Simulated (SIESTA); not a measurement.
Ta3AsAu2O13:

```
CELL_PARAMETERS angstrom
5.88672 0.00000 0.00000
2.19986 5.91413 0.00000
1.85109 1.73865 7.56124
ATOMIC_POSITIONS crystal
Ta 0.39605 0.05000 0.58683
Ta 0.95891 0.61806 0.76348
Ta 0.06984 0.27356 0.18903
As 0.07072 0.88917 0.02743
Au 0.21939 0.67567 0.38144
Au 0.68925 0.45927 0.56874
O 0.16689 0.59518 0.16534
O 0.86104 0.11514 0.11677
O 0.26950 0.96377 0.83676
O 0.87527 0.82792 0.92000
O 0.70329 0.78261 0.54686
O 0.17528 0.40817 0.59350
O 0.27798 0.92640 0.17203
O 0.64612 0.14878 0.61595
O 0.14281 0.39538 0.93941
O 0.30048 0.17203 0.35732
O 0.19051 0.80386 0.59347
O 0.70787 0.47140 0.81379
O 0.77878 0.42364 0.31185
```

The cell was built by a generator and needn't be a form met in nature.

- Program: SIESTA 5.4.2
- Task: single point
- Functional: PBE
- Potentials or basis: PseudoDojo 0.4 standard (PBE files)
- Basis: DZP (energy shift 0.003 Ry; two zetas on semicore shells)
- Grid cutoff: 800 Ry
- Energy shift: 0.003 Ry
- k mesh: 5 × 5 × 4
- Occupations: fermi-dirac, width 0.05 eV
- Spin: no spin polarisation

On this cell: pressure 4.3 GPa; largest force 0.925 eV/Å; band gap on the k mesh 1.42 eV, indirect (least direct gap 1.48 eV).

The same run follows on a disturbed copy (atoms moved at random, drawn with an rms of 0.05 Å):

```xyz
19
Lattice="5.8867 0.0000 0.0000 2.1999 5.9141 0.0000 1.8511 1.7387 7.5612" Properties=species:S:1:pos:R:3 pbc="T T T"
Ta    3.5313    1.2965    4.4615
Ta    8.4366    4.9176    5.7578
Ta    1.3312    1.9785    1.4292
As    2.4265    5.3214    0.2512
Au    3.5069    4.6843    2.9098
Au    6.1098    3.7199    4.2989
O     2.5878    3.8745    1.2011
O     5.5424    0.9266    0.9245
O     5.2711    7.1601    6.3054
O     8.6383    6.4691    6.9642
O     6.8574    5.5816    4.1507
O     2.9925    3.4627    4.4923
O     3.9842    5.7484    1.3269
O     5.2234    1.9809    4.6757
O     3.5030    4.0175    7.1124
O     2.7720    1.6063    2.6851
O     3.9775    5.7888    4.5150
O     6.6938    4.2020    6.1708
O     6.1011    3.0537    2.3254
```

Task: What changes?

Result: The energy moves by +24.2 meV/atom; pressure 6.1 GPa; largest force 2.820 eV/Å; band gap on the k mesh 1.40 eV, indirect (least direct gap 1.44 eV).

Forces on the atoms (eV/Å):
```
Ta  -0.934  0.042 -1.111
Ta  -0.508  1.716  1.328
Ta   1.778 -1.176 -0.374
As  -0.886  0.511 -2.068
Au  -0.602 -0.930 -0.582
Au  -0.333 -0.156  0.088
O    0.157 -2.200  1.757
O   -0.652  0.133 -0.166
O   -0.248  0.122  1.018
O    0.310  0.520 -0.066
O    0.518  0.034 -0.368
O    0.266 -0.863 -0.447
O    0.862  1.170 -0.778
O    0.881  0.089  0.026
O    0.268 -0.910 -0.083
O    0.288  0.387  0.476
O    0.297  0.370  0.135
O   -0.169 -0.262  0.216
O   -1.291  1.401  0.998
```

Stress tensor (GPa, compression positive):
```
 4.35  0.33 -0.97
 0.33  8.04 -0.22
-0.97 -0.22  5.85
```

Caveats: short orbitals over semicore shells can move pressures by several GPa; spin-orbit coupling is left out, which moves the levels of the heavy elements; an odd mesh through Γ misses points on the zone boundary, where band edges often lie; the basis of atomic orbitals isn't converged, which shifts pressures, moduli and gaps.
